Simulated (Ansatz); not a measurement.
# CH6FGaSi: how energies converge with the basis set

How large a basis does CH6FGaSi need? Two functionals are run in growing sets.

Method: one geometry, several basis sets; program: Ansatz 0.2.0, Gaussian basis.

Plan: PBE0-D4/def2-SVP; ωB97M-V/def2-SVP; PBE0-D4/def2-QZVPP; ωB97M-V/def2-QZVPP; the functionals' def2-TZVPP values are taken from earlier runs.

### 1 The relaxed structure

The geometry comes from an earlier relaxation with PBE0-D4 in a triple-zeta def2 set; it is a stationary point, not always the lowest conformer.

SMILES `F[CH]([SiH3])[GaH2]`, 10 atoms, charge 0, spin multiplicity 1.

Atoms are counted from 1 here; the program's logs count them from 0.

Bond lengths: F1–C2 1.406 Å, C2–Si3 1.890 Å, C2–Ga4 1.990 Å, C2–H5 1.100 Å, Si3–H6 1.488 Å, Si3–H7 1.488 Å, Si3–H8 1.486 Å, Ga4–H9 1.564 Å, Ga4–H10 1.569 Å. Angles: F1–C2–Si3 109.3°, F1–C2–Ga4 111.1°, F1–C2–H5 107.6°, Si3–C2–Ga4 113.4°, Si3–C2–H5 107.4°, Ga4–C2–H5 107.8°, C2–Si3–H6 110.3°, C2–Si3–H7 107.6°, C2–Si3–H8 111.2°, H6–Si3–H7 108.8°, H6–Si3–H8 108.9°, H7–Si3–H8 109.9°, C2–Ga4–H9 119.2°, C2–Ga4–H10 118.0°, H9–Ga4–H10 122.7°.

### 2 PBE0-D4 in def2-SVP

Contents of in.yaml:

```yaml
crystal:
  periodic: [false, false, false]
  atoms:
    - {symbol: F, position_ang: [-1.860991, -0.181360, -0.633189]}
    - {symbol: C, position_ang: [-0.462161, -0.044831, -0.623082]}
    - {symbol: Si, position_ang: [0.284485, -1.340589, 0.532079]}
    - {symbol: Ga, position_ang: [0.072962, 1.817537, -0.170989]}
    - {symbol: H, position_ang: [-0.099603, -0.262132, -1.638470]}
    - {symbol: H, position_ang: [-0.060334, -1.033043, 1.946182]}
    - {symbol: H, position_ang: [1.762903, -1.284075, 0.375288]}
    - {symbol: H, position_ang: [-0.208507, -2.702931, 0.202371]}
    - {symbol: H, position_ang: [-1.027364, 2.850354, 0.239544]}
    - {symbol: H, position_ang: [1.598610, 2.181069, -0.229723]}
basis:
  gaussian: {orbitals: def2-SVP}
hamiltonian: {xc: pbe0, dispersion: d4}
output: {orbitals: {seedname: orbitals}}
```

The run is started by

```sh
> ansatz run in.yaml --threads 2 --pin off --events-out ev --progress --plain --max-ram 4352MiB
```

Further steps of the session: ωB97M-V in def2-SVP; PBE0-D4 in def2-QZVPP; ωB97M-V in def2-QZVPP.

**Question.** What will the summary of the whole plan be? Wanted: PBE0-D4: double and triple zeta above quadruple; ωB97M-V: double and triple zeta above quadruple.

The runs gave:

| quantity | value |
| --- | --- |
| PBE0-D4: double and triple zeta above quadruple | 15.76, 1.67 eV |
| ωB97M-V: double and triple zeta above quadruple | 15.85, 1.61 eV |

What this shows: PBE0-D4 gains 14.09 eV from double to triple zeta, then 1.67 eV more. These are total energies; as a rule much of such shifts cancels in differences, which this series doesn't test.
